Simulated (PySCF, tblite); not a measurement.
# C₃H₈ClPSi₂: geometry, infrared bands and NMR shifts

Aim: predict the infrared bands and NMR shifts of C₃H₈ClPSi₂ (`CC#C[SiH2]P[SiH2]Cl`).

Computed with tblite 0.8.0 and PySCF 2.14.0, with density-fitted response routines of our own, on a single molecule in the gas phase. Atoms are numbered from 0 throughout.

### 1 Starting geometry

15 atoms, charge 0, multiplicity 1; geometry from: force field or distance geometry start.

Bonds of the start (Å): C0–C1 1.50, C1–C2 1.21, C2–Si3 1.81, Si3–P4 2.21, P4–Si5 2.22, Si5–Cl6 2.12, C0–H7 1.10, C0–H8 1.12, C0–H9 1.09, Si3–H10 1.44, Si3–H11 1.49, P4–H12 1.44, Si5–H13 1.45, Si5–H14 1.46.

### 2 Geometry optimisation with GFN2-xTB

The job: settings as JSON, then the geometry in Å.

```
{"job": {"kind": "relax", "xc": "GFN2-xTB", "basis": "xTB"}, "charge": 0, "multiplicity": 1}
C      3.876900     0.121900    -0.197400
C      2.414700     0.334300    -0.427000
C      1.230100     0.514000    -0.585200
Si    -0.539000     0.824600    -0.844800
P     -1.595900    -1.115500    -0.797000
Si    -3.501200    -0.745300     0.281900
Cl    -4.059200     1.240700    -0.195600
H      4.138600     0.272800     0.862100
H      4.441500     0.886800    -0.782900
H      4.067200    -0.905200    -0.508500
H     -0.813400     1.580200    -2.044700
H     -1.018300     1.640900     0.301500
H     -0.798800    -2.151300    -0.185600
H     -4.504400    -1.706300    -0.139600
H     -3.343100    -0.784400     1.735200
```

The run is started by

```
$ OMP_NUM_THREADS=1 python probes_run.py task.json out
```

This one command runs all jobs of the session in turn.

**Question.** This job is followed by: GFN2-xTB harmonic vibrations, gas phase; GIAO PBE0/pcSseg-1 NMR shielding, non-relativistic, gas phase. Predict these results of the whole session: strongest single infrared mode (GFN2-xTB); zero-point energy (GFN2-xTB); 13C shifts against TMS (PBE0/pcSseg-1); 1H shifts against TMS (PBE0/pcSseg-1, means over atoms taken as alike); 29Si shifts against TMS (PBE0/pcSseg-1); 31P shifts against H3PO4 (PBE0/pcSseg-1); 35Cl shifts against HCl (PBE0/pcSseg-1).

The runs gave:

| quantity | value |
| --- | --- |
| strongest single infrared mode (GFN2-xTB) | 689 cm⁻¹, 679 km/mol |
| zero-point energy (GFN2-xTB) | 56.6 kcal/mol |
| 13C shifts against TMS (PBE0/pcSseg-1) | 118.9, 79.6, 6.3 ppm |
| 1H shifts against TMS (PBE0/pcSseg-1, means over atoms taken as alike) | 5.65, 4.87, 2.12, 0.52 ppm |
| 29Si shifts against TMS (PBE0/pcSseg-1) | -7.5, -69.9 ppm |
| 31P shifts against H3PO4 (PBE0/pcSseg-1) | -294.9 ppm |
| 35Cl shifts against HCl (PBE0/pcSseg-1) | -64 ppm |

**Reading.** Over 122 steps the energy fell by 0.569 eV; of the close pairs, Si5–Cl6 changed most, 2.117 to 2.015 Å. No mode is imaginary among the 39: a minimum at this level. The strongest single mode, at 689 cm⁻¹, is spread over many atoms; the largest shares are those of H12, H10. GFN2-xTB is a fitted tight-binding method: band positions and strengths are rough. Its intensities can rank the bands wrongly. At PBE0/pcSseg-1: The largest span, 282 ppm, is at C1, where the paramagnetic term is -207 ppm.
